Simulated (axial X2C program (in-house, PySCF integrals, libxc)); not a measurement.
# MoSi⁺: properties at the nuclei

Aim: properties at the nuclei of MoSi⁺, with spin–orbit coupling in the Hamiltonian from the start.

Computed with an in-house X2C program for linear molecules on PySCF integrals. Level: two-component X2C with atomic mean-field terms, Mo dyall-cv3z, Si dyall-v3z.

All values are calculated.

## 1. Input

task.json

```json
{"zs": [42, 14], "q": 1, "bas": ["dyall-cv3z", "dyall-v3z"], "r0": 2.54, "levels": ["PBE0", "HF", "r2SCAN", "PBE", "B3LYP"], "nst": 3}
```

Keys: zs atomic numbers; q charge; bas basis sets; r0 starting distance in Å; levels methods (HF also brings MP2); nst determinants followed.

Command:

```sh
$ python soeom.py task.json out
```

Nuclei are Gaussian, cores are contracted, and the Gaunt term is on.

## 2. Expectation values, lowest determinant

R = 2.476 Å. State: Ω = 5/2 (excess of +ω over −ω: ω = 5/2).

Output of the PBE0 run:

```text
two-component X2C + atomic mean field  PBE0
basis functions 200  fitting functions 981  grid points 5080
iter        total energy     max residual
   1      -4332.054341302     8.87e+00
   2      -4336.093607555     3.89e-02
   3      -4336.087861182     5.19e-02
   4      -4336.127859139     1.44e-02
   5      -4336.131751761     8.89e-03
   6      -4336.133134216     3.49e-04
   7      -4336.133138322     1.56e-04
   8      -4336.133139425     1.17e-04
   9      -4336.133139882     2.44e-05
  10      -4336.133139981     1.81e-05
  11      -4336.133139995     3.62e-06
  12      -4336.133139999     1.74e-06
  13      -4336.133140000     1.15e-06
converged
one-electron -6220.10438868  Coulomb 1905.27629528  exact exchange -35.67646158  xc functional -109.36180042  nuclear repulsion 125.66890146  atomic mean-field constant -1.93568607
```

The highest occupied spinor is 44% Mo s, 39% Si p, 13% Mo d.

| level | Eeff magnitude (GV/cm) | Ws magnitude Mo (kHz) | A∥/gI Mo (MHz) | qzz Mo (a.u.) | A∥/gI Si (MHz) | qzz Si (a.u.) |
| --- | --- | --- | --- | --- | --- | --- |
| PBE0 | 0.664 | 0.15 | 418 | -0.25 | -17.8 | -2.63 |
| HF | 4.73 | 0.96 | 49.5 | -1.05 | -119 | -1.58 |
| r2SCAN | 0.49 | 0.121 | 532 | -0.12 | -20.8 | -2.42 |
| PBE | 0.356 | 0.0899 | 521 | -0.12 | -17.6 | -2.30 |
| B3LYP | 0.368 | 0.0927 | 448 | -0.18 | -11.9 | -2.56 |

Eeff is the effective electric field on the electron dipole moment in this Ω state and Ws the scalar–pseudoscalar constant (defined with the proton number Z and per Ω); A∥ is the parallel hyperfine constant, which follows by multiplying with the nuclear g factor gI = μI/(I μN); qzz is the electric field gradient, eQq0 = 234.96 MHz × Q/barn × qzz. The operators were transformed with the bare-nucleus X2C matrices.

## 3. Expectation values, a higher determinant

R = 2.476 Å. State: Ω = 1/2 (excess of +ω over −ω: ω = -1/2, ω = -3/2, ω = 5/2), 0.31 eV above the lowest in the PBE0 search for states (made at or near this distance, with looser thresholds).

Output of the PBE0 run:

```text
two-component X2C + atomic mean field  PBE0
basis functions 200  fitting functions 981  grid points 5080
iter        total energy     max residual
   1      -4332.517130994     7.39e+00
   2      -4336.088500186     3.71e-02
   3      -4336.069527945     5.75e-02
   4      -4336.113392190     1.86e-02
   5      -4336.122541309     6.08e-03
   6      -4336.123158095     4.19e-04
   7      -4336.123161294     2.32e-04
   8      -4336.123163544     7.46e-05
   9      -4336.123163753     2.85e-05
  10      -4336.123163815     6.78e-06
  11      -4336.123163825     4.91e-06
  12      -4336.123163826     2.09e-06
converged
one-electron -6221.27886737  Coulomb 1906.51124148  exact exchange -35.69025105  xc functional -109.39850228  nuclear repulsion 125.66890146  atomic mean-field constant -1.93568607
```

The highest occupied spinor is 65% Si p, 25% Mo d, 5% Mo p.

| level | Eeff magnitude (GV/cm) | Ws magnitude Mo (kHz) | A∥/gI Mo (MHz) | qzz Mo (a.u.) | A∥/gI Si (MHz) | qzz Si (a.u.) |
| --- | --- | --- | --- | --- | --- | --- |
| PBE0 | 1.76 | 1.68 | -3040 | -0.50 | -544 | -1.17 |
| HF | 1.54 | 1.45 | -3400 | -1.08 | -825 | -1.21 |
| r2SCAN | 1.67 | 1.57 | -3020 | -0.43 | -634 | -1.17 |
| PBE | 1.29 | 1.21 | -2840 | -0.53 | -451 | -1.25 |
| B3LYP | 1.79 | 1.69 | -3070 | -0.41 | -501 | -1.27 |

## 4. Expectation values, a higher determinant

R = 2.476 Å. State: Ω = 7/2 (excess of +ω over −ω: 2 × ω = 1/2, ω = 5/2), 0.31 eV above the lowest in the PBE0 search for states (made at or near this distance, with looser thresholds).

Output of the PBE0 run:

```text
two-component X2C + atomic mean field  PBE0
basis functions 200  fitting functions 981  grid points 5080
iter        total energy     max residual
   1      -4332.398290942     8.19e+00
   2      -4336.086727317     3.92e-02
   3      -4336.066235023     6.07e-02
   4      -4336.116741995     1.42e-02
   5      -4336.121847410     5.68e-03
   6      -4336.122311529     3.54e-04
   7      -4336.122314930     2.34e-04
   8      -4336.122316276     3.70e-05
   9      -4336.122316407     2.30e-05
  10      -4336.122316431     6.28e-06
  11      -4336.122316433     2.71e-06
  12      -4336.122316433     4.93e-07
converged
one-electron -6220.11600703  Coulomb 1905.31970075  exact exchange -35.68731680  xc functional -109.37190874  nuclear repulsion 125.66890146  atomic mean-field constant -1.93568607
```

The highest occupied spinor is 68% Si p, 22% Mo d, 4% Mo p.

| level | Eeff magnitude (GV/cm) | Ws magnitude Mo (kHz) | A∥/gI Mo (MHz) | qzz Mo (a.u.) | A∥/gI Si (MHz) | qzz Si (a.u.) |
| --- | --- | --- | --- | --- | --- | --- |
| PBE0 | 3.39 | 0.474 | 429 | 0.17 | 99.2 | -0.42 |
| HF | 4.4 | 0.616 | 202 | -0.85 | 88.4 | -0.64 |
| r2SCAN | 3.16 | 0.447 | 489 | 0.29 | 98.3 | -0.34 |
| PBE | 2.71 | 0.379 | 511 | 0.49 | 90.4 | -0.33 |
| B3LYP | 3.04 | 0.423 | 485 | 0.30 | 98.7 | -0.43 |

## 5. Summary of results

| quantity | value |
| --- | --- |
| lowest determinant | Ω = 5/2 (excess of +ω over −ω: ω = 5/2) |
| Eeff magnitude (GV/cm), PBE0 | 0.664 |
| Ws magnitude Mo (kHz), PBE0 | 0.15 |
| A∥/gI Mo (MHz), PBE0 | 418 |
| qzz Mo (a.u.), PBE0 | -0.25 |
| higher determinant | Ω = 1/2 (excess of +ω over −ω: ω = -1/2, ω = -3/2, ω = 5/2) |
| Eeff magnitude (GV/cm), PBE0, higher determinant | 1.76 |
| Ws magnitude Mo (kHz), PBE0, higher determinant | 1.68 |
| A∥/gI Mo (MHz), PBE0, higher determinant | -3040 |
| qzz Mo (a.u.), PBE0, higher determinant | -0.50 |
| higher determinant | Ω = 7/2 (excess of +ω over −ω: 2 × ω = 1/2, ω = 5/2) |
| Eeff magnitude (GV/cm), PBE0, higher determinant | 3.39 |
| Ws magnitude Mo (kHz), PBE0, higher determinant | 0.474 |
| A∥/gI Mo (MHz), PBE0, higher determinant | 429 |
| qzz Mo (a.u.), PBE0, higher determinant | 0.17 |

In the first state, the effective field runs from 0.356 to 4.73 GV/cm over the mean-field levels, so the levels don't agree on it. The expectation values come from single determinants, which for open shells can mix terms of unlike spin or miss the lowest Ω, so a determinant need not be a state. Eeff is the effective electric field on the electron dipole moment in this Ω state and Ws the scalar–pseudoscalar constant (defined with the proton number Z and per Ω); A∥ is the parallel hyperfine constant, which follows by multiplying with the nuclear g factor gI = μI/(I μN); qzz is the electric field gradient, eQq0 = 234.96 MHz × Q/barn × qzz. The operators were transformed with the bare-nucleus X2C matrices.
